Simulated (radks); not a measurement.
# Ionising praseodymium step by step, Pr⁴⁰⁺ to Pr⁵⁸⁺

The task here is to estimate one member of a computed series from the others.

The numbers are computed with radks (a radial shooting solver on a logarithmic mesh, Libxc functionals) version 1 (Dirac Kohn-Sham, LB94 model potential, spin-unpolarised, spherical densities, finite nucleus; open shells fill j = l - 1/2 first), except any that are marked as measured or tabulated.

### Starting point

| Quantity | Value |
| --- | --- |
| element | praseodymium (Z = 59) |
| charges | 40 to 58 |
| first configuration | [Ar] 3d1 |
| last configuration | 1s1 |

LB94 adds a gradient term to the LDA potential that gives it a −1/r tail. It is a model potential with no energy functional, so Etot and Exc are not given.

The first run:

The run's settings:

```text
Z 59
configuration [Ar] 3d1
relativity Dirac
functional lda,pw
model_potential LB94
spin unpolarised
j_filling energy
nucleus finite rms 4.8919 fm
c 137.035999084
```

Among the steps run: Pr⁴⁰⁺, [Ar] 3d1.

One table of the session follows, with a row left open; its other results are not shown here.

It belongs to the step «Pr⁴⁰⁺, [Ar] 3d1». Sizes of the orbitals, from the radial functions (bohr):

| level | <r> | outermost maximum (interpolated) | 90 % within | nodes |
| --- | --- | --- | --- | --- |
| 2s1/2 | 0.1015 | 0.0870 | 0.157 | 1 |
| 2p1/2 | 0.08508 | 0.0662 | 0.140 | 0 |
| 2p3/2 | 0.09119 | 0.0715 | 0.148 | 0 |
| 3s1/2 | ? | ? | ? | ? |
| 3p1/2 | 0.2397 | 0.223 | 0.357 | 1 |
| 3p3/2 | 0.2496 | 0.233 | 0.370 | 1 |
| 3d3/2 | 0.2163 | 0.181 | 0.332 | 0 |
| 3d5/2 | 0.2193 | 0.184 | 0.336 | 0 |

**Question.** Estimate the row for 3s1/2.

As computed: <r>: 0.2526; outermost maximum (interpolated): 0.238; 90 % within: 0.368; nodes: 2. In the column «<r>» it is the highest.

Caveats from the session: Spin polarisation and multiplet splitting are left out.
